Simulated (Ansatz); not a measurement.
# GaNi: how the settings move a single-point run

Aim: see which settings change the result for GaNi, by how much, and at what cost.

Program: Ansatz 0.2.0. Level of theory: reference: DFT, r2SCAN, PAW with Ansatz's default frozen-core files, scalar-relativistic. These are calculated values, not measurements.

## (1) The system as given

Symmetry: Pm-3m, No. 221, cubic system. Conventional cell: a = 2.886 Å, b = 2.886 Å, c = 2.886 Å, α = 90.00°, β = 90.00°, γ = 90.00°. Ga (site symmetry m-3m) is surrounded by 8 Ni at 2.50 Å. Around Ni (site symmetry m-3m) lie 8 Ga at 2.50 Å.

Structure file:

```
CELL_PARAMETERS angstrom
2.88600 2.88600 0.00000
2.88600 0.00000 2.88600
2.88600 0.00000 -2.88600
ATOMIC_POSITIONS crystal
Ga 0.00000 0.00000 0.00000
Ga 0.00000 0.50000 0.50000
Ni 0.50000 0.25000 0.75000
Ni 0.50000 0.75000 0.25000
```

## (2) Reference

Contents of input.yaml:

```yaml
crystal:
  lattice:
    - [2.886, 2.886, 0.0]
    - [2.886, 0.0, 2.886]
    - [2.886, 0.0, -2.886]
  atoms:
    - { symbol: Ga, position: [0.0, 0.0, 0.0] }
    - { symbol: Ga, position: [0.0, 0.5, 0.5] }
    - { symbol: Ni, position: [0.5, 0.25, 0.75], spin: 1.5 }
    - { symbol: Ni, position: [0.5, 0.75, 0.25], spin: 1.5 }
magnetization:
  spin_polarized: true
kpoints:
  mp_grid: { grid: [10, 10, 10] }
scf:
  occupations: { method: fermi_dirac, width: 0.05 }
  lower_state_search: "off"
hamiltonian:
  xc: r2scan
  pseudopotentials: { kind: paw }
output:
  forces: true
  stress: true
  eigenvalues: true
  populations: true
```

Started as:

```
$ ansatz run input.yaml --threads 2 --pin off --max-ram 6144MiB --backend cpu --events-out ev --progress --plain --runs-dir out
```

## (3) Changing settings: scf.algorithm density_mixing, ecutrho_ratio 12

input.yaml, as its differences from that of step 2:

```diff
@@ -17,2 +17,3 @@
   lower_state_search: "off"
+  algorithm: density_mixing
 hamiltonian:
@@ -25 +26,3 @@
   populations: true
+basis:
+  ecutrho_ratio: 12
```

**Question.** What will these runs give? Wanted: for each run, ending; energy change; pressure; gap; force.

**Answer**, as computed:

| run | ending | energy change | pressure (GPa) | gap (eV) | force (eV/Å) | cycles | time |
| --- | --- | --- | --- | --- | --- | --- | --- |
| reference | converged | 0 | -1.4 | 0.00 | 0.00 | 20 | 29 s |
| 1: scf.algorithm density_mixing, ecutrho_ratio 12 | converged | 0.0 meV/atom | -1.4 | 0.00 | 0.00 | 20 | 29 s |

Residual by cycle in the longest SCF loop of each run; runs are numbered as in the table. The quantity is the density residual dr2, in eV.

| cycle | reference | run 1 |
| --- | --- | --- |
| 1 | 11.4 | 11.4 |
| 3 | 0.848 | 0.847 |
| 4 | 0.594 | 0.592 |
| 6 | 0.0823 | 0.0823 |
| 8 | 0.0027 | 0.00282 |
| 10 | 0.00104 | 0.001 |
| 11 | 9.2e-4 | 9.0e-4 |
| 13 | 2.2e-4 | 2.2e-4 |
| 15 | 2.0e-6 | 1.9e-6 |
| 17 | 1.6e-7 | 1.2e-7 |
| 18 | 3.1e-8 | 7.9e-9 |
| 20 | 6.6e-9 | 2.5e-9 |

Changing the solver and numerical grids hardly moves the energy: 0.0 meV/atom.
